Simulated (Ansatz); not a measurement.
# C3H7NOSi: up Jacob's ladder to CCSD(T)

The task here is to estimate one member of a computed series from the others.

The runs use Ansatz 0.2.0, Gaussian basis; functionals in def2-TZVPP, the program's frozen cores in correlated methods.

Levels to be run: PBE-D4, r2SCAN-D4, PBE0-D4, B3LYP-D4, ωB97X-V, ωB97M-V, B2PLYP; CCSD(T)/def2-TZVPP; MP2/def2-QZVPP; extrapolation to the limit.

### Structure used throughout

The geometry comes from an earlier relaxation with PBE0-D4 in a triple-zeta def2 set; it is a stationary point, not always the lowest conformer.

SMILES `C=C/N=C/O[SiH3]`, 13 atoms, charge 0, spin multiplicity 1.

Atoms are counted from 1 here; the program's logs count them from 0.

Bond lengths: C1–C2 1.329 Å, C1–H7 1.083 Å, C1–H8 1.082 Å, C2–N3 1.388 Å, C2–H9 1.093 Å, N3–C4 1.265 Å, C4–O5 1.327 Å, C4–H10 1.094 Å, O5–Si6 1.693 Å, Si6–H11 1.479 Å, Si6–H12 1.481 Å, Si6–H13 1.479 Å. Angles: C2–C1–H7 120.7°, C2–C1–H8 120.8°, H7–C1–H8 118.6°, C1–C2–N3 122.2°, C1–C2–H9 120.3°, N3–C2–H9 117.5°, C2–N3–C4 118.8°, N3–C4–O5 121.2°, N3–C4–H10 125.4°, O5–C4–H10 113.4°, C4–O5–Si6 117.7°, O5–Si6–H11 110.9°, O5–Si6–H12 102.0°, O5–Si6–H13 111.0°, H11–Si6–H12 110.3°, H11–Si6–H13 111.8°, H12–Si6–H13 110.3°.

Set-up of the first run:

File in.yaml:

```yaml
crystal:
  periodic: [false, false, false]
  atoms:
    - {symbol: C, position_ang: [-0.047420, -2.416757, 1.089904]}
    - {symbol: C, position_ang: [-0.579305, -1.630648, 0.160141]}
    - {symbol: N, position_ang: [-0.166193, -0.318746, -0.025160]}
    - {symbol: C, position_ang: [-0.717535, 0.371317, -0.930667]}
    - {symbol: O, position_ang: [-0.359335, 1.630715, -1.149134]}
    - {symbol: Si, position_ang: [0.862025, 2.281155, -0.173641]}
    - {symbol: H, position_ang: [0.737046, -2.050302, 1.740845]}
    - {symbol: H, position_ang: [-0.388140, -3.435996, 1.213573]}
    - {symbol: H, position_ang: [-1.370354, -2.007386, -0.493263]}
    - {symbol: H, position_ang: [-1.510146, 0.023185, -1.599891]}
    - {symbol: H, position_ang: [2.134165, 1.550005, -0.361239]}
    - {symbol: H, position_ang: [0.978155, 3.659816, -0.702710]}
    - {symbol: H, position_ang: [0.447539, 2.308943, 1.246040]}
basis:
  gaussian: {orbitals: def2-TZVPP}
hamiltonian: {xc: pbe, dispersion: d4}
output: {forces: true, orbitals: {seedname: orbitals}}
```

Started as:

```
> ansatz run in.yaml --threads 4 --pin off --events-out ev --progress --plain --max-ram 10444MiB
```

Among the steps run: PBE-D4 (GGA); r2SCAN-D4 (meta-GGA); PBE0-D4 (hybrid); B3LYP-D4 (hybrid); ωB97X-V (range-separated); ωB97M-V (range-separated); B2PLYP (double hybrid); CCSD(T) in def2-TZVPP; MP2 in def2-QZVPP.

One table of the session follows, with a row left open; its other results are not shown here.

It belongs to the step «Atomisation energies». 

| method | atomisation energy (kJ/mol) |
| --- | --- |
| PBE-D4 | 5279.4 |
| r2SCAN-D4 | ? |
| PBE0-D4 | 5157.5 |
| B3LYP-D4 | 5159.2 |
| ωB97X-V | 5155.7 |
| ωB97M-V | 5157.6 |
| B2PLYP | 5098.6 |
| HF/def2-TZVPP | 3660.5 |
| MP2/def2-TZVPP | 5088.2 |
| CCSD/def2-TZVPP | 4903.7 |
| CCSD(T)/def2-TZVPP | 4993.9 |
| MP2/CBS | 5228.4 |
| CCSD(T)/CBS | 5134.2 |

Estimate the missing values for r2SCAN-D4.

As computed: atomisation energy (kJ/mol): 5152.6. In the column «atomisation energy (kJ/mol)» it lies between CCSD(T)/CBS (5134.2) and ωB97X-V (5155.7).
